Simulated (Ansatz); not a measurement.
# SiN2H5OF (SMILES N[Si](N)(O)F): levels of theory compared

We compute a comparison of 6 runs (HF/STO-3G, B2PLYP/cc-pVDZ, B3LYP/cc-pVDZ, BLYP/cc-pVDZ, wB97M-V/cc-pVDZ, CCSD(T)/cc-pVDZ) of SiN2H5OF. 

The calculation is run with Ansatz 0.2.0.

122 further runs of the same task are left out: 122 set aside as unsound or not needed. Runs told in other sessions of the task aren't counted.

## 1. The system as given

SiN2H5OF has 10 atoms, charge 0, and is taken as a singlet. As SMILES, `N[Si](N)(O)F`. The O4–H10 distance was set to 2.107 Å, away from the relaxed value. At this shape a bond of the SMILES string is far longer than usual.

Bond lengths: N1–Si2 1.685 Å, Si2–N3 1.695 Å, Si2–O4 1.637 Å, Si2–F5 1.605 Å, N1–H6 1.004 Å, N1–H7 1.005 Å, N3–H8 1.005 Å, N3–H9 1.005 Å. Some angles: N1–Si2–N3 109.0°, N1–Si2–O4 103.8°, N1–Si2–F5 116.8°, N3–Si2–O4 119.6°, N3–Si2–F5 102.6°, O4–Si2–F5 105.7°, Si2–N1–H6 122.0°, Si2–N1–H7 121.9°, Si2–N3–H8 121.3°, Si2–N3–H9 121.7°.

## 2. A single-point energy at HF/STO-3G (run 1)

molecule.yaml reads:

```yaml
basis:
  gaussian:
    orbitals: STO-3G
crystal:
  periodic: [false, false, false]
  atoms:
    - {symbol: "N", position_ang: [-0.893180, 2.332434, 0.601386]}
    - {symbol: Si, position_ang: [-0.413980, 0.740634, 0.327886]}
    - {symbol: N, position_ang: [-0.966080, -0.228066, 1.603986]}
    - {symbol: O, position_ang: [1.193620, 0.859634, 0.041086]}
    - {symbol: F, position_ang: [-1.031280, 0.009934, -0.960414]}
    - {symbol: H, position_ang: [-1.805680, 2.560134, 0.953486]}
    - {symbol: H, position_ang: [-0.430780, 3.109034, 0.162086]}
    - {symbol: H, position_ang: [-1.218580, -1.190066, 1.457286]}
    - {symbol: H, position_ang: [-0.716280, -0.036666, 2.558686]}
    - {symbol: H, position_ang: [2.068800, -0.674900, -1.106900]}
hamiltonian:
  xc: hf
output: {orbitals: {seedname: orbitals}}
accuracy: high
```

Launch:

```sh
ansatz run molecule.yaml --threads 1 --pin off --max-ram 3480MiB --events-out events.jsonl --progress --plain --runs-dir runs
```

Output:

```text
Warning: RAYON_NUM_THREADS=1 ignored (pool sized by the plan → 1); use --threads N
Functional definition: HF
  name "HF"
  exchange = exact_x
  correlation = 0
740 factors; integrals over basis functions are off by at most 4.7e-9 eV
mean field evaluation 1: about -15437.7947 eV, gradient 3.6e1 eV
mean field evaluation 2: about -15437.9028 eV, gradient 3.7e1 eV
mean field evaluation 4: about -15445.9699 eV, gradient 3.0e0 eV
mean field evaluation 8: about -15446.0292 eV, gradient 8.6e-4 eV
mean field -15446.02133694 eV, -567.6308144433 hartree, gradient 1.2e-8 eV, S^2 0.000000; 0 other end points of the search recorded, 0 dependent functions left out
reference -15446.02133694 eV, -567.6308144433 hartree; 25, 25 occupied and 9, 9 virtual orbitals, 740 factors
Total energy: -15446.02133694 eV, -567.6308144433 hartree
```

It took 0.4 s on 1 thread of Arm Neoverse V2, shared host.

## 3. The energy at B2PLYP/cc-pVDZ (run 2)

molecule.yaml: that of step 2 with these lines changed.

```diff
@@ -1,4 +1 @@
-basis:
-  gaussian:
-    orbitals: STO-3G
 crystal:
@@ -16,5 +13,10 @@
     - {symbol: H, position_ang: [2.068800, -0.674900, -1.106900]}
+basis:
+  gaussian:
+    orbitals: cc-pVDZ
+output: {orbitals: {seedname: orbitals}}
+correlation:
+  frozen_orbitals: {F: 1, H: 0, "N": 1, O: 1, Si: 5}
 hamiltonian:
-  xc: hf
-output: {orbitals: {seedname: orbitals}}
+  xc: {name: B2PLYP}
 accuracy: high
```

Launch:

```sh
ansatz run molecule.yaml --threads 1 --pin off --max-ram 3480MiB --events-out events.jsonl --progress --plain --runs-dir runs
```

Output, shortened:

```text
Warning: RAYON_NUM_THREADS=1 ignored (pool sized by the plan → 1); use --threads N
Functional definition: B2PLYP
  name "B2PLYP"
[...]
2289 factors; integrals over basis functions are off by at most 3.8e-9 eV
[...]
mean field -15684.36769567 eV, -576.3898815694 hartree, gradient 6.2e-8 eV, S^2 0.000000; 2 other end points of the search recorded, 0 dependent functions left out; unrestricted orbitals would lower it
9 core orbitals not correlated: weight in the atoms' cores, before any rotation towards them, 1.000 or more for the frozen orbitals, at most 0.000 for the correlated occupied ones
reference -15684.36772220 eV, -576.3898825445 hartree; 16, 16 occupied and 74, 74 virtual orbitals, 2289 factors
second order -28.99542677 eV of doubles, -0.00000000 eV of singles
Total energy: -15692.19648743 eV, -576.6775843601 hartree
```

Run time: 21 s. Hardware: 1 thread of Arm Neoverse V2, shared host; peak memory 0.45 GiB.

Runs 3 to 4 aren't shown in full; the table further down has their settings and results.

## 4. The energy at wB97M-V/cc-pVDZ (run 5)

in.yaml reads:

```yaml
basis:
  gaussian:
    orbitals: cc-pVDZ
crystal:
  periodic: [false, false, false]
  atoms:
    - symbol: "N"
      position_ang: [-0.893180, 2.332434, 0.601386]
    - symbol: Si
      position_ang: [-0.413980, 0.740634, 0.327886]
    - symbol: N
      position_ang: [-0.966080, -0.228066, 1.603986]
    - symbol: O
      position_ang: [1.193620, 0.859634, 0.041086]
    - symbol: F
      position_ang: [-1.031280, 0.009934, -0.960414]
    - symbol: H
      position_ang: [-1.805680, 2.560134, 0.953486]
    - symbol: H
      position_ang: [-0.430780, 3.109034, 0.162086]
    - symbol: H
      position_ang: [-1.218580, -1.190066, 1.457286]
    - symbol: H
      position_ang: [-0.716280, -0.036666, 2.558686]
    - symbol: H
      position_ang: [2.068800, -0.674900, -1.106900]
hamiltonian:
  xc: {name: wB97M-V}
accuracy: high
output: {orbitals: {seedname: orbitals}}
```

Launch:

```sh
ansatz run in.yaml --threads 1 --pin off --max-ram 3480MiB --events-out events.jsonl --progress --plain --runs-dir runs
```

Output, shortened:

```text
Warning: RAYON_NUM_THREADS=1 ignored (pool sized by the plan → 1); use --threads N
Functional definition: wB97M-V
  name "wB97M-V"
[...]
  gx(w, u) = 1 - cx + cx01*u + cx10*w
  gss(w, u) = css00 + css04*u^4 + css10*w + css20*w^2 + css43*w^4*u^3
  gos(w, u) = cos00 + cos10*w + (cos20 + cos21*u)*w^2 + (cos60 + cos61*u)*w^6
[...]
      + integral(e_c_pw_mod_opposite_spin*gos(b97_w_opposite, b97_u_opposite)) + vv10(b, c)
2289 factors; integrals over basis functions are off by at most 3.8e-9 eV
392 factors; integrals over basis functions are off by at most 1.9e-9 eV
[...]
mean field -15699.10243751 eV, -576.9313733446 hartree, gradient 7.4e-8 eV, S^2 0.000000; 0 other end points of the search recorded, 0 dependent functions left out
reference -15699.10244233 eV, -576.9313735218 hartree; 25, 25 occupied and 74, 74 virtual orbitals, 2289 factors
Total energy: -15699.10244233 eV, -576.9313735218 hartree
```

It took 2 min on 1 thread of Arm Neoverse V2, shared host; peak memory 0.67 GiB.

## 5. A single-point energy at CCSD(T)/cc-pVDZ (run 6)

in.yaml reads:

```yaml
basis:
  gaussian: {orbitals: cc-pVDZ}
crystal:
  periodic: [false, false, false]
  atoms:
    - {symbol: N, position_ang: [-0.893180, 2.332434, 0.601386]}
    - {symbol: Si, position_ang: [-0.413980, 0.740634, 0.327886]}
    - {symbol: "N", position_ang: [-0.966080, -0.228066, 1.603986]}
    - {symbol: O, position_ang: [1.193620, 0.859634, 0.041086]}
    - {symbol: F, position_ang: [-1.031280, 0.009934, -0.960414]}
    - {symbol: H, position_ang: [-1.805680, 2.560134, 0.953486]}
    - {symbol: H, position_ang: [-0.430780, 3.109034, 0.162086]}
    - {symbol: H, position_ang: [-1.218580, -1.190066, 1.457286]}
    - {symbol: H, position_ang: [-0.716280, -0.036666, 2.558686]}
    - {symbol: H, position_ang: [2.068800, -0.674900, -1.106900]}
correlation: {method: ccsd_t, frozen_orbitals: {F: 1, H: 0, "N": 1, O: 1, Si: 5}}
accuracy: high
scf: {omitted_lower_state_checks: [cluster_reference, increment]}
```

Launch:

```sh
ansatz run in.yaml --threads 1 --pin off --max-ram 3480MiB --events-out events.jsonl --progress --plain --runs-dir runs
```

Output:

```text
Warning: RAYON_NUM_THREADS=1 ignored (pool sized by the plan → 1); use --threads N
[... 12 lines left out ...]
9 core orbitals not correlated: weight in the atoms' cores, before any rotation towards them, 1.000 or more for the frozen orbitals, at most 0.000 for the correlated occupied ones
[... 44 lines left out ...]
Total energy: -15671.43376518 eV, -575.9145683909 hartree
Checks for a lower state left out: cluster_reference, increment
```

Wall time 76 s (1 thread of Arm Neoverse V2, shared host); peak memory 0.73 GiB.

## 6. All runs side by side

| run | level | frozen core orbitals | energy (Eh) | HOMO energy (eV) | LUMO energy (eV) | HOMO–LUMO gap (eV) | wall time |
| --- | --- | --- | --- | --- | --- | --- | --- |
| 1 | HF/STO-3G | – | -567.630814 | -6.91 | 2.81 | 9.72 | 0.4 s |
| 2 | B2PLYP/cc-pVDZ | 9 | -576.677584 | -8.62 | -3.74 | 4.88 | 21 s |
| 3 | B3LYP/cc-pVDZ | – | -577.063023 | -6.89 | -5.04 | 1.85 | 13 s |
| 4 | BLYP/cc-pVDZ | – | -576.990112 | -5.53 | -5.20 | 0.32 | 12 s |
| 5 | wB97M-V/cc-pVDZ | – | -576.931374 | -9.53 | -2.86 | 6.67 | 2 min |
| 6 | CCSD(T)/cc-pVDZ | 9 | -575.914568 | – | – | – | 76 s |

## 7. Outcome

```
                                          quantity          value
                               run 6: total energy  -575.91457 Eh
run 6: correlation energy (9 core orbitals frozen)     -929.9 mEh
                             run 6: (T) correction     -30.28 mEh
                              run 6: T1 diagnostic          0.023
```

What this shows: Over runs 1, 2, 3, 4, 5 the HOMO–LUMO gap runs from 0.32 eV (BLYP/cc-pVDZ) to 9.72 eV (HF/STO-3G). The two ends differ in method and basis. Totals of different functionals can't be ranked against each other. In runs 2, 6 the log says that unrestricted orbitals would lower the reference, so the values rest on an unstable closed-shell determinant (other closed-shell runs at this shape may share the fault). In run 1 the basis is minimal, so the values are rough. In all runs a closed-shell determinant meets a far-stretched bond; if it breaks into open shells, such a determinant describes it badly, and no broken-symmetry solution was shown. All runs together took 4 min, the longest 2 min.
